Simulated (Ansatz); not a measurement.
# C2H6ClFGeSe: how energies converge with the basis set

How large a basis does C2H6ClFGeSe need? Two functionals are run in growing sets.

Computed with Ansatz 0.2.0, Gaussian basis. Level: one geometry, several basis sets.

Plan: PBE0-D4/def2-SVP; ωB97M-V/def2-SVP; PBE0-D4/def2-QZVPP; ωB97M-V/def2-QZVPP; the functionals' def2-TZVPP values are taken from earlier runs.

## (1) The relaxed structure

The geometry comes from an earlier relaxation with PBE0-D4 in a triple-zeta def2 set; it is a stationary point, not always the lowest conformer.

12 atoms, charge 0, spin multiplicity 1.

Atoms are counted from 1 here; the program's logs count them from 0.

Bond lengths: C1–Se2 1.959 Å, C1–H7 1.089 Å, C1–H8 1.088 Å, C1–H9 1.088 Å, Se2–Ge3 2.327 Å, Ge3–C4 1.931 Å, Ge3–F5 1.734 Å, Ge3–Cl6 2.154 Å, C4–H10 1.090 Å, C4–H11 1.090 Å, C4–H12 1.090 Å. Angles: Se2–C1–H7 105.5°, Se2–C1–H8 110.0°, Se2–C1–H9 111.0°, H7–C1–H8 109.7°, H7–C1–H9 109.4°, H8–C1–H9 111.1°, C1–Se2–Ge3 96.2°, Se2–Ge3–C4 118.8°, Se2–Ge3–F5 104.9°, Se2–Ge3–Cl6 110.0°, C4–Ge3–F5 107.6°, C4–Ge3–Cl6 108.4°, F5–Ge3–Cl6 106.4°, Ge3–C4–H10 108.9°, Ge3–C4–H11 109.8°, Ge3–C4–H12 109.1°, H10–C4–H11 109.4°, H10–C4–H12 110.0° and more.

Geometry (Å):

```xyz
12

C    -1.02815   -1.90970    0.63102
Se   -1.82002   -0.55745   -0.54431
Ge   -0.26876    1.11472   -0.08484
C     1.49775    0.98231   -0.85446
F    -0.99309    2.57245   -0.68221
Cl   -0.06642    1.36591    2.04505
H    -1.71574   -2.75329    0.60952
H    -0.95354   -1.52259    1.64468
H    -0.05540   -2.22584    0.26090
H     2.07638    1.85900   -0.56274
H     1.99263    0.08273   -0.48847
H     1.41136    0.93675   -1.94005
```

## (2) PBE0-D4 in def2-SVP

The input, in.yaml:

```yaml
crystal:
  periodic: [false, false, false]
  atoms:
    - {symbol: C, position_ang: [-1.028145, -1.909696, 0.631021]}
    - {symbol: Se, position_ang: [-1.820022, -0.557448, -0.544305]}
    - {symbol: Ge, position_ang: [-0.268760, 1.114716, -0.084837]}
    - {symbol: C, position_ang: [1.497747, 0.982313, -0.854462]}
    - {symbol: F, position_ang: [-0.993094, 2.572453, -0.682213]}
    - {symbol: Cl, position_ang: [-0.066415, 1.365906, 2.045047]}
    - {symbol: H, position_ang: [-1.715738, -2.753294, 0.609521]}
    - {symbol: H, position_ang: [-0.953541, -1.522586, 1.644678]}
    - {symbol: H, position_ang: [-0.055401, -2.225844, 0.260902]}
    - {symbol: H, position_ang: [2.076376, 1.859000, -0.562739]}
    - {symbol: H, position_ang: [1.992629, 0.082734, -0.488469]}
    - {symbol: H, position_ang: [1.411365, 0.936745, -1.940045]}
basis:
  gaussian: {orbitals: def2-SVP}
hamiltonian: {xc: pbe0, dispersion: d4}
output: {orbitals: {seedname: orbitals}}
```

After this run come: ωB97M-V in def2-SVP; PBE0-D4 in def2-QZVPP; ωB97M-V in def2-QZVPP.

Before running them: what should the planned runs give, taken together? Wanted: PBE0-D4: double and triple zeta above quadruple; ωB97M-V: double and triple zeta above quadruple.

As calculated:

| quantity | value |
| --- | --- |
| PBE0-D4: double and triple zeta above quadruple | 28.62, 3.24 eV |
| ωB97M-V: double and triple zeta above quadruple | 28.64, 3.14 eV |

**Reading.** For PBE0-D4 the step from double to triple zeta gains 25.38 eV and the next only 3.24 eV. These are total energies; as a rule much of such shifts cancels in differences, which this series doesn't test. The LUMO of ωB97M-V is positive and keeps falling with the basis (1.43 to 0.83 eV): an unbound level that the basis holds in place.
